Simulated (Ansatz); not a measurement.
# C₂H₆NOSb: one species, many methods

An exercise on one series of results from a longer session: the logs are not shown, and one member is left open.

The runs use Ansatz 0.2.0, Gaussian basis; functionals in def2-TZVPP, the program's frozen cores in correlated methods.

Levels to be run: PBE-D4, r2SCAN-D4, PBE0-D4, B3LYP-D4, ωB97X-V, ωB97M-V, B2PLYP; CCSD(T)/def2-TZVPP; MP2/def2-QZVPP; extrapolation to the limit.

### The relaxed structure

The geometry comes from an earlier relaxation with PBE0-D4 in a triple-zeta def2 set; it is a stationary point, not always the lowest conformer. Sb takes the def2 core potential; no spin-orbit term is included.

SMILES `C=NC[O][SbH2]`, 11 atoms, charge 0, spin multiplicity 1.

Atoms are counted from 1 here; the program's logs count them from 0.

Bond lengths: C1–N2 1.259 Å, C1–H6 1.089 Å, C1–H7 1.094 Å, N2–C3 1.436 Å, C3–O4 1.399 Å, C3–H8 1.097 Å, C3–H9 1.100 Å, O4–Sb5 1.980 Å, Sb5–H10 1.711 Å, Sb5–H11 1.717 Å. Angles: N2–C1–H6 118.6°, N2–C1–H7 123.5°, H6–C1–H7 117.9°, C1–N2–C3 119.4°, N2–C3–O4 117.2°, N2–C3–H8 106.5°, N2–C3–H9 106.3°, O4–C3–H8 107.4°, O4–C3–H9 112.0°, H8–C3–H9 106.9°, C3–O4–Sb5 118.3°, O4–Sb5–H10 92.4°, O4–Sb5–H11 95.4°, H10–Sb5–H11 90.5°.

The first run:

File in.yaml:

```yaml
crystal:
  periodic: [false, false, false]
  atoms:
    - {symbol: C, position_ang: [-0.306937, 1.399849, -1.080836]}
    - {symbol: N, position_ang: [0.559288, 0.567666, -1.458121]}
    - {symbol: C, position_ang: [0.618299, -0.722318, -0.829493]}
    - {symbol: O, position_ang: [-0.266338, -0.958548, 0.227903]}
    - {symbol: Sb, position_ang: [0.328820, -0.526230, 2.066001]}
    - {symbol: H, position_ang: [-0.345793, 2.371394, -1.571551]}
    - {symbol: H, position_ang: [-1.035514, 1.196402, -0.290429]}
    - {symbol: H, position_ang: [0.399520, -1.459613, -1.611643]}
    - {symbol: H, position_ang: [1.666706, -0.872701, -0.531975]}
    - {symbol: H, position_ang: [-0.681996, -1.723108, 2.753440]}
    - {symbol: H, position_ang: [-0.870654, 0.670109, 2.347404]}
basis:
  gaussian: {orbitals: def2-TZVPP}
hamiltonian: {xc: pbe, dispersion: d4}
output: {forces: true, orbitals: {seedname: orbitals}}
```

Command:

```
$ ansatz run in.yaml --threads 4 --pin off --events-out ev --progress --plain --max-ram 10444MiB
```

Among the steps run: PBE-D4 (GGA); r2SCAN-D4 (meta-GGA); PBE0-D4 (hybrid); B3LYP-D4 (hybrid); ωB97X-V (range-separated); ωB97M-V (range-separated); B2PLYP (double hybrid); CCSD(T) in def2-TZVPP; MP2 in def2-QZVPP.

One table of the session follows, with a row left open; its other results are not shown here.

| method | atomisation energy (kJ/mol) |
| --- | --- |
| PBE-D4 | 3954.5 |
| r2SCAN-D4 | 3820.0 |
| PBE0-D4 | 3829.7 |
| B3LYP-D4 | 3854.6 |
| ωB97X-V | 3857.0 |
| ωB97M-V | 3835.6 |
| B2PLYP | 3786.8 |
| HF/def2-TZVPP | 2515.2 |
| MP2/def2-TZVPP | 3745.8 |
| CCSD/def2-TZVPP | ? |
| CCSD(T)/def2-TZVPP | 3705.8 |
| MP2/CBS | 3871.4 |
| CCSD(T)/CBS | 3831.5 |

Q: Estimate the row for CCSD/def2-TZVPP from the others.

As computed: atomisation energy (kJ/mol): 3626.8. In the column «atomisation energy (kJ/mol)» it lies between HF/def2-TZVPP (2515.2) and CCSD(T)/def2-TZVPP (3705.8).

To keep in mind: Free atoms (2 C, 1 N, 1 O, 1 Sb, 6 H) were run apart at each level; the atomisation energy is their sum less the molecule, without zero-point or spin-orbit terms.
